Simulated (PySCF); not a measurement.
**CH₈AsB: NMR shifts, electronic excitations and K edges in gas and solvents**

Aim: compute the NMR shifts, electronic excitations and K edges of CH₈AsB (`[BH3-][AsH2+]C`), and see what a dielectric continuum does where one was used.

The runs use PySCF 2.14.0, with density-fitted response routines of our own; the level of theory stands in each step. All values are computed, except where a source is named. Atoms are numbered from 0 throughout.

### Step 1. The molecule as given

11 atoms, charge 0, multiplicity 1; geometry from: GFN2-xTB.

Bonds of the start (Å): B0–As1 2.06, As1–C2 1.95, B0–H3 1.19, B0–H4 1.19, B0–H5 1.19, As1–H6 1.49, As1–H7 1.49, C2–H8 1.09, C2–H9 1.09, C2–H10 1.09.

### Step 2. Geometry optimisation at PBE0-D3(BJ)/def2-SVP

What the job is given:

```
{"job": {"xc": "PBE0", "basis": "def2-SVP", "d3": "d3bj", "grid": 1, "kind": "geom"}, "charge": 0, "multiplicity": 1}
B      1.642482     0.483566    -0.624219
As     0.054878    -0.715812    -0.103501
C     -1.477657     0.245841     0.631503
H      1.904731     1.017382     0.411331
H      1.151197     1.218546    -1.426961
H      2.505071    -0.207789    -1.053444
H      0.161215    -1.803288     0.911168
H     -0.658432    -1.587337    -1.080957
H     -2.299293    -0.417303     0.896189
H     -1.155822     0.795270     1.518419
H     -1.822946     0.973595    -0.105491
```

The program printed:

```text
step   0  E = -2302.92916295  max force = 0.011880
step   1  E = -2302.93218812  max force = 0.008726
step   2  E = -2302.93240161  max force = 0.002532
step   3  E = -2302.93242529  max force = 0.000631
step   4  E = -2302.93242718  max force = 0.000098
optimisation converged
```

It took 18 s on 1 thread, shared host.

Relaxation path:

| step | energy from step 0 (eV) | largest force component (eV/Å) |
| --- | --- | --- |
| 0 | 0.0000 | 0.6109 |
| 1 | -0.0823 | 0.4487 |
| 2 | -0.0881 | 0.1302 |
| 3 | -0.0888 | 0.0324 |
| 4 | -0.0888 | 0.0050 |

Distances of close pairs at the start and the end, largest changes first:

| bond | before (Å) | after (Å) | change (Å) |
| --- | --- | --- | --- |
| B0–H5 | 1.186 | 1.219 | +0.033 |
| B0–H3 | 1.194 | 1.222 | +0.028 |
| B0–H4 | 1.194 | 1.222 | +0.028 |
| B0–As1 | 2.057 | 2.033 | -0.023 |
| As1–H6 | 1.491 | 1.512 | +0.020 |
| As1–H7 | 1.491 | 1.512 | +0.020 |
| As1–C2 | 1.953 | 1.936 | -0.017 |
| C2–H8 | 1.089 | 1.097 | +0.009 |

The next job starts from the end point, and lists it.

| at the end point | value |
| --- | --- |
| point group (found at 0.08 Å tolerance) | Cs |
| rotational constants (GHz, main isotopes) | 13.499, 5.302, 4.211 |
| dipole moment (D) | 4.63 |

### Step 3. Shielding tensors: PBE0/pcSseg-1 in chloroform

What the job is given:

```
{"job": {"kind": "nmr", "xc": "PBE0", "basis": "pcSseg-1", "solvent": "chloroform", "pop": true}, "charge": 0, "multiplicity": 1}
B      1.614616     0.608391    -0.565720
As     0.045853    -0.581215    -0.057108
C     -1.492490     0.334293     0.680603
H      1.891113     1.145491     0.496824
H      1.119682     1.357476    -1.394984
H      2.465752    -0.149763    -0.997672
H      0.280778    -1.665311     0.969722
H     -0.586984    -1.426354    -1.138811
H     -2.299462    -0.364527     0.934878
H     -1.169516     0.877813     1.578821
H     -1.846605     1.062479    -0.061636
```

Method: GIAO PBE0/pcSseg-1 NMR shielding, non-relativistic, IEF-PCM chloroform.

The program printed:

```text
coarse grid: 37472 points
cycle   1  E = -2302.9480100217  dE = -8.671e-01  |g| = 8.123e-01  |ddm| = 2.781e+00
cycle   2  E = -2302.9447216335  dE =  3.288e-03  |g| = 7.147e-01  |ddm| = 9.393e-01
cycle   3  E = -2303.0120381872  dE = -6.732e-02  |g| = 8.264e-02  |ddm| = 5.478e-01
cycle   4  E = -2303.0128695676  dE = -8.314e-04  |g| = 2.047e-02  |ddm| = 7.194e-02
cycle   5  E = -2303.0129971581  dE = -1.276e-04  |g| = 2.305e-03  |ddm| = 2.100e-02
cycle   6  E = -2303.0129984066  dE = -1.248e-06  |g| = 1.010e-03  |ddm| = 3.221e-03
final grid: 78472 points
cycle   7  E = -2303.0129998096  dE = -8.798e-09  |g| = 1.136e-03  |ddm| = 2.118e-03
cycle   8  E = -2303.0129997531  dE =  5.654e-08  |g| = 1.295e-03  |ddm| = 1.925e-03
cycle   9  E = -2303.0130000716  dE = -3.185e-07  |g| = 6.057e-05  |ddm| = 9.472e-04
cycle  10  E = -2303.0130000727  dE = -1.131e-09  |g| = 1.485e-05  |ddm| = 7.347e-05
cycle  11  E = -2303.0130000727  dE = -2.683e-11  |g| = 1.267e-06  |ddm| = 9.752e-06
converged SCF energy = -2303.0130000727

GIAO shielding tensors (ppm)
atom      isotropic    diamagn.    paramagn.     s11        s22        s33       span
  0 B      146.107     189.698     -43.591    139.604    143.263    155.453     15.850
  1 As    1488.520    2878.577   -1390.058   1412.527   1426.342   1626.690    214.163
  2 C      181.730     250.640     -68.910    174.482    177.853    192.856     18.374
  3 H       30.397      29.240       1.156     26.679     28.831     35.680      9.001
  4 H       30.394      29.247       1.147     26.683     28.825     35.674      8.991
  5 H       30.374      28.896       1.478     26.523     28.418     36.181      9.658
  6 H       26.609      29.339      -2.730     19.857     21.483     38.487     18.630
  7 H       26.608      29.362      -2.754     19.858     21.477     38.488     18.630
  8 H       29.722      28.563       1.159     23.720     26.657     38.789     15.069
  9 H       30.070      29.533       0.537     24.756     27.502     37.953     13.198
 10 H       30.067      29.580       0.487     24.755     27.493     37.953     13.198
```

Run time: 11 s. Hardware: 1 thread, shared host.

The references, computed at this level on geometries of the same kind, shield at (ppm): ¹H TMS 31.25, ¹³C TMS 185.2, ¹¹B BF3·OEt2 101.2, ⁷⁵As AsH3 1914. Their shielding less the atom's gives the shift. The references are single molecules in the same continuum. Shifts against hydride references such as AlH4− lie on their own scale. Atoms listed in one row are averaged.

| atoms | environment | σ (ppm) | δ (ppm) |
| --- | --- | --- | --- |
| C2 | methyl carbon bonded to As | 181.7 | 3.4 |
| H6, H7 | hydrogen on an arsenic bonded to C, B | 26.61 | 4.64 |
| H8, H9, H10 | hydrogen on a methyl carbon bonded to As | 29.95 | 1.29 |
| H3, H4, H5 | hydrogen on a boron bonded to As | 30.39 | 0.86 |
| B0 | boron bonded to As, 3 H | 146.1 | -44.9 |
| As1 | arsenic bonded to C, B, 2 H | 1489 | 426 |

The run also stored atomic charges by several schemes (e):

| atoms | Mulliken | IAO | Hirshfeld | ESP fit |
| --- | --- | --- | --- | --- |
| B0 | -0.19 | -0.64 | -0.16 | -0.33 |
| As1 | 0.07 | 0.78 | 0.40 | 0.59 |
| C2 | -0.43 | -0.62 | -0.14 | -0.46 |

Mayer bond orders: B0–As1 0.80, As1–C2 1.04.

### Step 4. Shielding tensors: PBE0/pcSseg-1 in methanol

Same as in step 3 but for these lines:

```diff
@@ -1,2 +1,2 @@
-{"job": {"kind": "nmr", "xc": "PBE0", "basis": "pcSseg-1", "solvent": "chloroform", "pop": true}, "charge": 0, "multiplicity": 1}
+{"job": {"kind": "nmr", "xc": "PBE0", "basis": "pcSseg-1", "solvent": "methanol", "pop": false}, "charge": 0, "multiplicity": 1}
 B      1.614616     0.608391    -0.565720
```

Level: GIAO PBE0/pcSseg-1 NMR shielding, non-relativistic, IEF-PCM methanol.

The program printed:

```text
coarse grid: 37472 points
cycle   1  E = -2302.9521220941  dE = -8.711e-01  |g| = 8.110e-01  |ddm| = 2.781e+00
cycle   2  E = -2302.9497342726  dE =  2.388e-03  |g| = 7.111e-01  |ddm| = 9.186e-01
cycle   3  E = -2303.0149497754  dE = -6.522e-02  |g| = 8.214e-02  |ddm| = 5.339e-01
cycle   4  E = -2303.0157382976  dE = -7.885e-04  |g| = 2.052e-02  |ddm| = 7.025e-02
cycle   5  E = -2303.0158670830  dE = -1.288e-04  |g| = 2.085e-03  |ddm| = 2.040e-02
cycle   6  E = -2303.0158680324  dE = -9.495e-07  |g| = 1.025e-03  |ddm| = 3.079e-03
final grid: 78472 points
cycle   7  E = -2303.0158689199  dE = -4.814e-09  |g| = 1.145e-03  |ddm| = 2.082e-03
cycle   8  E = -2303.0158688640  dE =  5.584e-08  |g| = 1.290e-03  |ddm| = 1.882e-03
cycle   9  E = -2303.0158691899  dE = -3.259e-07  |g| = 6.249e-05  |ddm| = 9.277e-04
cycle  10  E = -2303.0158691911  dE = -1.143e-09  |g| = 1.250e-05  |ddm| = 6.966e-05
cycle  11  E = -2303.0158691911  dE = -3.047e-11  |g| = 1.292e-06  |ddm| = 8.425e-06
converged SCF energy = -2303.0158691911

GIAO shielding tensors (ppm)
atom      isotropic    diamagn.    paramagn.     s11        s22        s33       span
  0 B      146.669     189.946     -43.277    140.396    143.884    155.728     15.332
  1 As    1491.400    2878.380   -1386.981   1417.262   1432.695   1624.242    206.979
  2 C      181.744     250.675     -68.931    174.730    177.478    193.025     18.295
  3 H       30.523      29.456       1.068     26.839     29.000     35.730      8.891
  4 H       30.521      29.463       1.058     26.844     28.995     35.725      8.881
  5 H       30.515      29.134       1.381     26.703     28.597     36.246      9.542
  6 H       26.496      29.144      -2.647     19.710     21.338     38.441     18.730
  7 H       26.495      29.167      -2.671     19.712     21.332     38.442     18.730
  8 H       29.643      28.456       1.187     23.647     26.544     38.737     15.091
  9 H       30.051      29.502       0.548     24.707     27.491     37.954     13.247
 10 H       30.048      29.550       0.497     24.707     27.482     37.954     13.247
```

It took 8.1 s on 1 thread, shared host.

This run: δ C2 3.7, B0 -45.3, As1 424, H6 4.74, H8 1.33 ppm (means over like atoms).

### Step 5. Excited states and response: CAM-B3LYP/def2-SVPD

Same as in step 4 but for these lines:

```diff
@@ -1,2 +1,2 @@
-{"job": {"kind": "nmr", "xc": "PBE0", "basis": "pcSseg-1", "solvent": "methanol", "pop": false}, "charge": 0, "multiplicity": 1}
+{"job": {"kind": "uv", "xc": "CAM-B3LYP", "basis": "def2-SVPD", "dynamic": true, "nstates": 6, "ntriplets": 0}, "charge": 0, "multiplicity": 1}
 B      1.614616     0.608391    -0.565720
```

Level: TDDFT CAM-B3LYP/def2-SVPD, vertical, gas phase, core orbitals frozen in the response.

The program printed:

```text
coarse grid: 37472 points
cycle   1  E = -2303.3230144087  dE = -7.424e-01  |g| = 3.865e-01  |ddm| = 3.907e+00
cycle   2  E = -2303.3413334175  dE = -1.832e-02  |g| = 3.315e-01  |ddm| = 1.094e+00
cycle   3  E = -2303.3616528451  dE = -2.032e-02  |g| = 2.530e-02  |ddm| = 4.966e-01
cycle   4  E = -2303.3617538839  dE = -1.010e-04  |g| = 1.290e-02  |ddm| = 6.387e-02
cycle   5  E = -2303.3618044904  dE = -5.061e-05  |g| = 1.626e-03  |ddm| = 3.117e-02
cycle   6  E = -2303.3618053408  dE = -8.505e-07  |g| = 6.744e-04  |ddm| = 5.149e-03
final grid: 78472 points
cycle   7  E = -2303.3618007697  dE = -4.915e-08  |g| = 6.624e-04  |ddm| = 3.141e-03
cycle   8  E = -2303.3618007696  dE =  3.911e-11  |g| = 6.749e-04  |ddm| = 1.658e-03
cycle   9  E = -2303.3618008881  dE = -1.184e-07  |g| = 2.542e-05  |ddm| = 7.591e-04
cycle  10  E = -2303.3618008882  dE = -1.273e-10  |g| = 5.671e-06  |ddm| = 4.117e-05
converged SCF energy = -2303.3618008882

Static polarisability (au): isotropic 64.424, principal 55.983 62.166 75.122

Singlet excitations
state   eV       nm        f      main configurations
  1   7.3257    169.2   0.03219   H->L 0.90
  2   7.6554    162.0   0.00064   H-2->L 0.93
  3   7.6800    161.4   0.01064   H-1->L 0.76, H->L+1 0.13
  4   7.9269    156.4   0.06514   H->L+1 0.65, H-1->L+1 0.15, H-1->L 0.10
  5   7.9869    155.2   0.02543   H->L+3 0.90
  6   8.2365    150.5   0.00880   H-1->L+1 0.59, H-1->L+2 0.09, H->L+1 0.08
```

Wall time 20 s (1 thread, shared host).

Frontier orbitals and where they lie:

| orbital | eV | atoms |
| --- | --- | --- |
| HOMO−3 | -12.19 | C2 35 %, As1 30 %, H6 7 % |
| HOMO−2 | -9.82 | B0 42 %, H4 21 %, H3 21 % |
| HOMO−1 | -9.80 | B0 41 %, H5 23 %, H4 11 % |
| HOMO | -9.71 | As1 31 %, B0 30 %, H5 11 % |
| LUMO | 0.66 | As1 26 %, C2 19 %, H6 12 % |
| LUMO+1 | 1.26 | As1 21 %, C2 17 %, H7 14 % |
| LUMO+2 | 1.63 | B0 54 %, As1 10 %, H3 7 % |

With each of the 6 states as a Gaussian band of 0.4 eV half-width at 1/e, the curve within the window shown has maxima at 156 nm (ε 4,300) L/(mol cm). Beyond the last state computed it falls off for lack of states. The curve at chosen wavelengths:

```csv
nm,ε (L/mol/cm)
145,622
147,1197
148,1572
150,2443
151,2896
153,3696
154,3990
156,4281
157,4273
159,4002
161,3528
162,3267
164,2775
165,2557
167,2182
168,2016
170,1705
172,1403
173,1253
175,961
176,825
178,581
179,477
181,308
182,242
184,143
```

Ground-state properties from the same run:

| property | computed |
| --- | --- |
| dipole moment (D) | 4.60 |
| polarisability (Å³) | 9.55 |
| HOMO–LUMO gap (eV) | 10.37 |
| −ε(HOMO) (eV) | 9.71 |
| C6 with itself (au) | 1487 |

### Step 6. Ultraviolet spectrum: CAM-B3LYP/def2-SVPD in chloroform

Same as in step 5 but for these lines:

```diff
@@ -1,2 +1,2 @@
-{"job": {"kind": "uv", "xc": "CAM-B3LYP", "basis": "def2-SVPD", "dynamic": true, "nstates": 6, "ntriplets": 0}, "charge": 0, "multiplicity": 1}
+{"job": {"kind": "uv", "xc": "CAM-B3LYP", "basis": "def2-SVPD", "solvent": "chloroform", "nstates": 6, "ntriplets": 0}, "charge": 0, "multiplicity": 1}
 B      1.614616     0.608391    -0.565720
```

Method: TDDFT CAM-B3LYP/def2-SVPD, vertical, IEF-PCM chloroform (non-equilibrium linear response), core orbitals frozen in the response.

The program printed:

```text
coarse grid: 37472 points
cycle   1  E = -2303.3360049567  dE = -7.548e-01  |g| = 3.751e-01  |ddm| = 3.906e+00
cycle   2  E = -2303.3528219742  dE = -1.682e-02  |g| = 3.189e-01  |ddm| = 1.054e+00
cycle   3  E = -2303.3695992540  dE = -1.678e-02  |g| = 2.572e-02  |ddm| = 4.886e-01
cycle   4  E = -2303.3697065277  dE = -1.073e-04  |g| = 1.212e-02  |ddm| = 5.915e-02
cycle   5  E = -2303.3697535362  dE = -4.701e-05  |g| = 1.414e-03  |ddm| = 3.090e-02
cycle   6  E = -2303.3697541903  dE = -6.542e-07  |g| = 6.776e-04  |ddm| = 3.959e-03
final grid: 78472 points
cycle   7  E = -2303.3697486951  dE = -4.939e-08  |g| = 6.562e-04  |ddm| = 3.111e-03
cycle   8  E = -2303.3697487000  dE = -4.961e-09  |g| = 6.540e-04  |ddm| = 1.546e-03
cycle   9  E = -2303.3697488091  dE = -1.091e-07  |g| = 2.256e-05  |ddm| = 7.232e-04
cycle  10  E = -2303.3697488092  dE = -1.046e-10  |g| = 6.063e-06  |ddm| = 4.001e-05
converged SCF energy = -2303.3697488092

Static polarisability (au): isotropic 80.702, principal 71.411 78.707 91.987

Singlet excitations
state   eV       nm        f      main configurations
  1   7.6100    162.9   0.05648   H->L 0.88
  2   8.0770    153.5   0.00181   H->L+2 0.46, H-1->L 0.32, H->L+1 0.10
  3   8.1134    152.8   0.00035   H-2->L 0.91
  4   8.2080    151.1   0.12076   H-1->L 0.56, H->L+2 0.22
  5   8.2128    151.0   0.07264   H->L+3 0.86
  6   8.3203    149.0   0.38386   H->L+1 0.72, H->L+2 0.16
```

Wall time 15 s (1 thread, shared host).

Key values: HOMO -9.65 eV, LUMO 1.06 eV; lowest singlet 7.61 eV.

### Step 7. TDDFT and polarisability: CAM-B3LYP/def2-SVPD in methanol

Same as in step 6 but for these lines:

```diff
@@ -1,2 +1,2 @@
-{"job": {"kind": "uv", "xc": "CAM-B3LYP", "basis": "def2-SVPD", "solvent": "chloroform", "nstates": 6, "ntriplets": 0}, "charge": 0, "multiplicity": 1}
+{"job": {"kind": "uv", "xc": "CAM-B3LYP", "basis": "def2-SVPD", "solvent": "methanol", "nstates": 6, "ntriplets": 0}, "charge": 0, "multiplicity": 1}
 B      1.614616     0.608391    -0.565720
```

With the program's defaults for keys left out, this is: TDDFT CAM-B3LYP/def2-SVPD, vertical, IEF-PCM methanol (non-equilibrium linear response), core orbitals frozen in the response.

The program printed:

```text
coarse grid: 37472 points
cycle   1  E = -2303.3399227835  dE = -7.586e-01  |g| = 3.728e-01  |ddm| = 3.906e+00
cycle   2  E = -2303.3564039008  dE = -1.648e-02  |g| = 3.163e-01  |ddm| = 1.052e+00
cycle   3  E = -2303.3725239171  dE = -1.612e-02  |g| = 2.574e-02  |ddm| = 4.859e-01
cycle   4  E = -2303.3726356543  dE = -1.117e-04  |g| = 1.189e-02  |ddm| = 5.742e-02
cycle   5  E = -2303.3726817775  dE = -4.612e-05  |g| = 1.398e-03  |ddm| = 3.026e-02
cycle   6  E = -2303.3726824723  dE = -6.948e-07  |g| = 6.764e-04  |ddm| = 4.061e-03
final grid: 78472 points
cycle   7  E = -2303.3726765950  dE = -5.838e-08  |g| = 6.445e-04  |ddm| = 3.126e-03
cycle   8  E = -2303.3726766025  dE = -7.495e-09  |g| = 6.369e-04  |ddm| = 1.517e-03
cycle   9  E = -2303.3726767056  dE = -1.032e-07  |g| = 2.295e-05  |ddm| = 7.060e-04
cycle  10  E = -2303.3726767058  dE = -1.260e-10  |g| = 7.787e-06  |ddm| = 5.123e-05
converged SCF energy = -2303.3726767058

Static polarisability (au): isotropic 88.475, principal 79.673 86.767 98.984

Singlet excitations
state   eV       nm        f      main configurations
  1   7.7248    160.5   0.04628   H->L 0.79, H->L+1 0.12
  2   8.1672    151.8   0.00502   H->L+2 0.50, H->L+1 0.21, H-1->L 0.09
  3   8.2675    150.0   0.01195   H-2->L 0.92
  4   8.2844    149.7   0.26870   H->L+1 0.55, H-1->L 0.17, H->L+2 0.14
  5   8.3034    149.3   0.07705   H->L+3 0.76, H-2->L+1 0.13
  6   8.3224    149.0   0.22895   H-1->L 0.62, H->L+2 0.16
```

Wall time 15 s (1 thread, shared host).

This run: HOMO -9.64 eV, LUMO 1.16 eV; lowest singlet 7.72 eV.

### Step 8. Core excitations: BHandHLYP/def2-SVPD+aug-pcX-1+pcseg-1

Same as in step 7 but for these lines:

```diff
@@ -1,2 +1,2 @@
-{"job": {"kind": "uv", "xc": "CAM-B3LYP", "basis": "def2-SVPD", "solvent": "methanol", "nstates": 6, "ntriplets": 0}, "charge": 0, "multiplicity": 1}
+{"job": {"kind": "xas", "xc": "BHandHLYP", "basis": {"default": "aug-pcX-1", "H": "pcseg-1", "As": "def2-SVPD"}}, "charge": 0, "multiplicity": 1}
 B      1.614616     0.608391    -0.565720
```

Level: core-valence-separated TDA BHandHLYP/aug-pcX-1 H:pcseg-1 As:def2-SVPD, K edges, non-relativistic, gas phase.

The program printed:

```text
coarse grid: 37472 points
cycle   1  E = -2303.2256355149  dE = -7.549e-01  |g| = 3.439e-01  |ddm| = 2.894e+00
cycle   2  E = -2303.2465451812  dE = -2.091e-02  |g| = 2.594e-01  |ddm| = 7.450e-01
cycle   3  E = -2303.2627420960  dE = -1.620e-02  |g| = 2.475e-02  |ddm| = 3.441e-01
cycle   4  E = -2303.2628489554  dE = -1.069e-04  |g| = 1.037e-02  |ddm| = 3.537e-02
cycle   5  E = -2303.2628758760  dE = -2.692e-05  |g| = 1.567e-03  |ddm| = 1.548e-02
cycle   6  E = -2303.2628765048  dE = -6.288e-07  |g| = 4.943e-04  |ddm| = 3.061e-03
final grid: 78472 points
cycle   7  E = -2303.2628772635  dE = -4.217e-08  |g| = 4.608e-04  |ddm| = 1.599e-03
cycle   8  E = -2303.2628772701  dE = -6.534e-09  |g| = 4.454e-04  |ddm| = 8.253e-04
cycle   9  E = -2303.2628773196  dE = -4.951e-08  |g| = 1.645e-05  |ddm| = 3.875e-04
cycle  10  E = -2303.2628773196  dE = -8.004e-11  |g| = 4.152e-06  |ddm| = 2.340e-05
converged SCF energy = -2303.2628773196

B K edge
   eV          f      from atoms
  188.184   0.04654   B0
  188.999   0.00778   B0
  189.364   0.00008   B0
  189.373   0.00066   B0
  189.938   0.01592   B0
  189.985   0.01490   B0
  190.329   0.01546   B0
  190.544   0.00397   B0

C K edge
   eV          f      from atoms
  285.430   0.03278   C2
  285.985   0.01973   C2
  286.731   0.03344   C2
  286.846   0.03215   C2
  287.298   0.00823   C2
  287.394   0.00571   C2
  288.266   0.00031   C2
  288.317   0.00225   C2
```

It took 6.3 s on 1 thread, shared host.

### Step 9. Comparing the runs: NMR shifts

Shifts (ppm), means over like atoms, with basis size and wall time:

| run | C2 | H6 | H8 | H3 | B0 | As1 | functions | time |
| --- | --- | --- | --- | --- | --- | --- | --- | --- |
| PBE0/pcSseg-1 in chloroform | 3.4 | 4.64 | 1.29 | 0.86 | -44.9 | 426 | 115 | 11 s |
| PBE0/pcSseg-1 in methanol | 3.7 | 4.74 | 1.33 | 0.72 | -45.3 | 424 | 115 | 8.1 s |

The continuum's effect on the ground state:

| solvent | ε | polarisation energy (Eh) | μ (D) |
| --- | --- | --- | --- |
| chloroform | 4.71 | -0.0094 | 5.71 |
| methanol | 32.61 | -0.0135 | 6.11 |

### Step 10. Side by side: electronic excitations

Excitations and ground-state properties, with basis size and wall time:

| run | lowest singlet (eV) | brightest (eV) | f | gap (eV) | α (Å³) | μ (D) | functions | time |
| --- | --- | --- | --- | --- | --- | --- | --- | --- |
| CAM-B3LYP/def2-SVPD | 7.33 | 7.93 | 0.065 | 10.37 | 9.55 | 4.60 | 142 | 20 s |
| CAM-B3LYP/def2-SVPD in chloroform | 7.61 | 8.32 | 0.384 | 10.71 | 11.96 | 5.72 | 142 | 15 s |
| CAM-B3LYP/def2-SVPD in methanol | 7.72 | 8.28 | 0.269 | 10.80 | 13.11 | 6.16 | 142 | 15 s |

The continuum's effect on the ground state:

| solvent | ε | polarisation energy (Eh) | μ (D) |
| --- | --- | --- | --- |
| chloroform | 4.71 | -0.0095 | 5.72 |
| methanol | 32.61 | -0.0138 | 6.16 |

### Step 11. Results

| quantity | value |
| --- | --- |
| point group | Cs |
| rotational constants (main isotopes) | 13.50, 5.30, 4.21 GHz |
| ¹³C shifts against TMS (PBE0/pcSseg-1, chloroform) | 3.4 ppm |
| ¹H shifts against TMS (PBE0/pcSseg-1, chloroform, means over atoms taken as alike) | 4.64, 1.29, 0.86 ppm |
| ¹¹B shifts against BF3·OEt2 (PBE0/pcSseg-1, chloroform) | -44.9 ppm |
| ⁷⁵As shifts against AsH3 (PBE0/pcSseg-1, chloroform) | 426 ppm |
| lowest singlet (CAM-B3LYP/def2-SVPD) | 7.33 eV (169 nm), f = 0.032 |
| brightest single state of those computed | state 4, 7.93 eV, f = 0.065 |
| B K edge | first line 188.18 eV, strongest 188.18 eV (f = 0.047) |
| C K edge | first line 285.43 eV, strongest 286.73 eV (f = 0.033) |
| range of the shift of As1 | 424 to 426 ppm |
| range of the lowest singlet | 7.33 to 7.72 eV |

**Reading.** Over 4 steps the energy fell by 0.089 eV; of the close pairs, B0–H5 changed most, 1.186 to 1.219 Å. At PBE0/pcSseg-1: The widest tensor belongs to As1: span 214 ppm, with a paramagnetic part of -1390 ppm. The lowest singlet, at 7.33 eV, is HOMO→LUMO 0.90 and is weak; of the 6 states computed, the strongest absorption comes from state 4 at 7.93 eV. At the B edge the strongest single line lifts a 1s electron of B0 into several orbitals, led by LUMO (weight 0.31), and it is the first line. At the C edge the strongest single line lifts a 1s electron of C2 into several orbitals, led by LUMO+3 (weight 0.26), 1.3 eV above the first line. Absolute edge energies from this method are off by several eV; spacings are better. In ppm, As1 moves most: its shift spreads over 1 ppm, from 424 (PBE0/pcSseg-1 in methanol) to 426 (PBE0/pcSseg-1 in chloroform). The continuum holds electrostatics alone: no hydrogen bonds to the solvent, and the gas-phase geometry is kept. The lowest singlet runs from 7.33 eV (CAM-B3LYP/def2-SVPD) to 7.72 eV (CAM-B3LYP/def2-SVPD in methanol), while the orbital gap spans 10.37 to 10.80 eV. The lowest state need not be the same one in every run. Spin-orbit coupling is left out, which matters for shieldings and couplings at and beside the heavy atoms.
